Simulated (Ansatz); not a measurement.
# CH₂ClGaO: one species, many methods

The task here is to estimate one member of a computed series from the others.

Program: Ansatz 0.2.0, Gaussian basis. Level of theory: functionals in def2-TZVPP, the program's frozen cores in correlated methods. These are calculated values, not measurements.

Plan: LDA (SPW92), PBE-D4, revPBE-D4, BLYP-D4, r2SCAN-D4, B97M-V, PBE0-D4, B3LYP-D4, r2SCANh-D4, r2SCAN0-D4, HSE06-D4, BHLYP-D4, CAM-B3LYP-D4, LC-ωPBE, ωB97X-V, ωB97M-V, B2PLYP, PBE-QIDH; CCSD(T)/def2-SVP; CCSD(T)/def2-TZVPP; MP2/def2-QZVPP; extrapolation to the limit; RPA on PBE.

### The geometry

The geometry comes from an earlier relaxation with PBE0-D4 in a triple-zeta def2 set; it is a stationary point.

6 atoms, charge 0, spin multiplicity 1.

Atoms are counted from 1 here; the program's logs count them from 0.

Bond lengths: Cl1–Ga2 2.273 Å, C3–O4 1.204 Å, C3–H5 1.102 Å, C3–H6 1.104 Å. Angles: O4–C3–H5 121.3°, O4–C3–H6 120.3°, H5–C3–H6 118.4°.

As a file:

| atom | x (Å) | y (Å) | z (Å) |
| --- | --- | --- | --- |
| Cl1 | -0.44545 | -2.17912 | 0.84827 |
| Ga2 | -2.19572 | -0.94308 | 0.09120 |
| C3 | 0.68860 | 0.76012 | -0.24220 |
| O4 | -0.48977 | 0.88966 | -0.45516 |
| H5 | 1.09153 | -0.16467 | 0.20267 |
| H6 | 1.39301 | 1.57300 | -0.49107 |

Set-up of the first run:

in.yaml

```yaml
crystal:
  periodic: [false, false, false]
  atoms:
    - {symbol: Cl, position_ang: [-0.445451, -2.179121, 0.848271]}
    - {symbol: Ga, position_ang: [-2.195724, -0.943085, 0.091201]}
    - {symbol: C, position_ang: [0.688603, 0.760123, -0.242203]}
    - {symbol: O, position_ang: [-0.489769, 0.889657, -0.455161]}
    - {symbol: H, position_ang: [1.091532, -0.164669, 0.202665]}
    - {symbol: H, position_ang: [1.393008, 1.572996, -0.491073]}
basis:
  gaussian: {orbitals: def2-TZVPP}
hamiltonian: {xc: lda}
output: {orbitals: {seedname: orbitals}}
```

Command:

```console
$ ansatz run in.yaml --threads 2 --pin off --events-out ev --progress --plain --max-ram 4352MiB
```

Among the steps run: LDA; PBE-D4 (GGA); revPBE-D4 (GGA); BLYP-D4 (GGA); r2SCAN-D4 (meta-GGA); B97M-V (meta-GGA); PBE0-D4 (hybrid); B3LYP-D4 (hybrid); r2SCANh-D4 (hybrid); r2SCAN0-D4 (hybrid); HSE06-D4 (hybrid); BHLYP-D4 (hybrid); CAM-B3LYP-D4 (range-separated); LC-ωPBE (range-separated); ωB97X-V (range-separated); ωB97M-V (range-separated); B2PLYP (double hybrid); PBE-QIDH (double hybrid).

One of the session's tables, all rows but one given; the rest of the session is left out.

It belongs to the step «Orbital energies across the functionals». 

| functional | HOMO (eV) | LUMO (eV) | gap (eV) |
| --- | --- | --- | --- |
| LDA (SPW92) | -6.07 | -3.58 | 2.49 |
| PBE-D4 | -5.86 | -3.30 | 2.57 |
| revPBE-D4 | -5.79 | -3.20 | 2.59 |
| BLYP-D4 | -5.76 | -3.17 | 2.59 |
| r2SCAN-D4 | -6.12 | -3.07 | 3.05 |
| B97M-V | -5.99 | -2.93 | 3.05 |
| PBE0-D4 | -6.83 | -2.07 | 4.76 |
| B3LYP-D4 | -6.70 | -2.36 | 4.34 |
| r2SCANh-D4 | -6.48 | -2.61 | 3.87 |
| r2SCAN0-D4 | ? | ? | ? |
| HSE06-D4 | -6.44 | -2.47 | 3.97 |
| BHLYP-D4 | -7.70 | -0.87 | 6.83 |
| CAM-B3LYP-D4 | -8.10 | -0.86 | 7.24 |
| LC-ωPBE | -9.28 | 0.38 | 9.66 |
| ωB97X-V | -8.98 | 0.29 | 9.26 |
| ωB97M-V | -8.92 | 0.17 | 9.10 |

Q: Estimate the row for r2SCAN0-D4 from the others.

Worked estimate for «HOMO (eV)». Against the share of exact exchange, r2SCAN-D4 (0, -6.12), r2SCANh-D4 (0.1, -6.48) give a slope of -3.60 per unit share; at 0.25 the line stands at -7.02.

As computed: HOMO (eV): -7.02; LUMO (eV): -1.95; gap (eV): 5.07. In «HOMO (eV)» the line misses by 0.00.
